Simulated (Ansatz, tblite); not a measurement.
# (KCl)4 ring (K₄Cl₄): one state, many levels

One table from this session's results is given with a row withheld; the runs are named, their logs left out.

Method: as each input shows; program: Ansatz 0.2.0, Gaussian basis.

Plan: GFN1-xTB, GFN2-xTB, PBE-D4/def2-TZVP, r2SCAN-D4/def2-TZVP, ωB97X-V/def2-TZVP, BHLYP-D4/def2-TZVP, CAM-B3LYP-D4/def2-TZVP, PBE-D4/def2-SVP, PBE0-D4/def2-SVP, HF/STO-3G, MP2/def2-TZVP, RPA/def2-TZVP.

2 further runs of the same task are left out: 2 set aside as unsound or not needed. Runs told in other sessions of the task aren't counted.

**The relaxed structure**

The geometry is that of the singlet, from an earlier relaxation (PBE-D4/def2-SVP).

8 atoms, charge 0, spin multiplicity 1.

Bond lengths: Cl1–K5 2.849 Å, Cl1–K6 2.847 Å, Cl2–K6 2.847 Å, Cl2–K7 2.849 Å, Cl3–K7 2.849 Å, Cl3–K8 2.847 Å, Cl4–K5 2.849 Å, Cl4–K8 2.847 Å. Angles: K5–Cl1–K6 129.3°, K6–Cl2–K7 131.5°, K7–Cl3–K8 129.5°, K5–Cl4–K8 131.5°, Cl1–K5–Cl4 142.3°, Cl1–K6–Cl2 137.0°, Cl2–K7–Cl3 142.1°, Cl3–K8–Cl4 136.8°.

PBE0-D4/def2-TZVP was run before; its log isn't repeated, and its numbers join the tables.

Set-up of the first run:

Tight binding, by tblite at 300 K electronic temperature and without a spin-polarisation term:

```python
tblite.interface.Calculator('GFN1-xTB', numbers, positions, charge=0, uhf=0).singlepoint()
```

Tight binding, by tblite at 300 K electronic temperature and without a spin-polarisation term:

```python
tblite.interface.Calculator('GFN2-xTB', numbers, positions, charge=0, uhf=0).singlepoint()
```

start.molden holds the orbitals of an earlier run on this state, given as this run's starting guess.

in.yaml

```yaml
crystal:
  periodic: [false, false, false]
  atoms:
    - {symbol: Cl, position_ang: [0.690325, -0.811627, 3.663165]}
    - {symbol: Cl, position_ang: [1.115713, 3.516401, 0.636913]}
    - {symbol: Cl, position_ang: [-0.701032, 0.813666, -3.656776]}
    - {symbol: Cl, position_ang: [-1.104326, -3.518924, -0.640249]}
    - {symbol: K, position_ang: [-0.286063, -2.927488, 2.023544]}
    - {symbol: K, position_ang: [1.254082, 1.892249, 2.971075]}
    - {symbol: K, position_ang: [0.284597, 2.930344, -2.024119]}
    - {symbol: K, position_ang: [-1.253296, -1.894642, -2.973561]}
basis:
  gaussian: {orbitals: def2-TZVP, initial_orbitals: start.molden}
hamiltonian: {xc: pbe, dispersion: d4}
scf: {omitted_lower_state_checks: [starts]}
output: {forces: true, orbitals: {seedname: orbitals}}
```

On the command line:

```bash
> ansatz run in.yaml --threads 4 --pin off --events-out ev --progress --plain --max-ram 4787MiB
```

Steps of the session up to this table: PBE-D4/def2-TZVP; r2SCAN-D4/def2-TZVP; ωB97X-V/def2-TZVP; BHLYP-D4/def2-TZVP; CAM-B3LYP-D4/def2-TZVP; PBE-D4/def2-SVP; PBE0-D4/def2-SVP; HF/STO-3G; MP2/def2-TZVP; RPA/def2-TZVP.

One of the session's tables, all rows but one given; the rest of the session is left out.

It belongs to the step «Binding energy». 

| level | binding an atom (eV) |
| --- | --- |
| HF/STO-3G | ? |
| HF/def2-TZVP | 2.152 |
| PBE-D4/def2-SVP | 2.743 |
| PBE-D4/def2-TZVP | 2.704 |
| r2SCAN-D4/def2-TZVP | 2.773 |
| PBE0-D4/def2-SVP | 2.746 |
| PBE0-D4/def2-TZVP | 2.702 |
| BHLYP-D4/def2-TZVP | 2.663 |
| CAM-B3LYP-D4/def2-TZVP | 2.719 |
| ωB97X-V/def2-TZVP | 2.806 |
| RPA/def2-TZVP | 2.399 |
| MP2/def2-TZVP | 2.718 |

Estimate the missing values for HF/STO-3G.

The run gave: binding an atom (eV): 2.550. In the column «binding an atom (eV)» it lies between RPA/def2-TZVP (2.399) and BHLYP-D4/def2-TZVP (2.663).

Caveats from the session: Free atoms were run apart at each level; binding is atoms less cluster, divided by the number of atoms, without zero-point or spin-orbit terms.
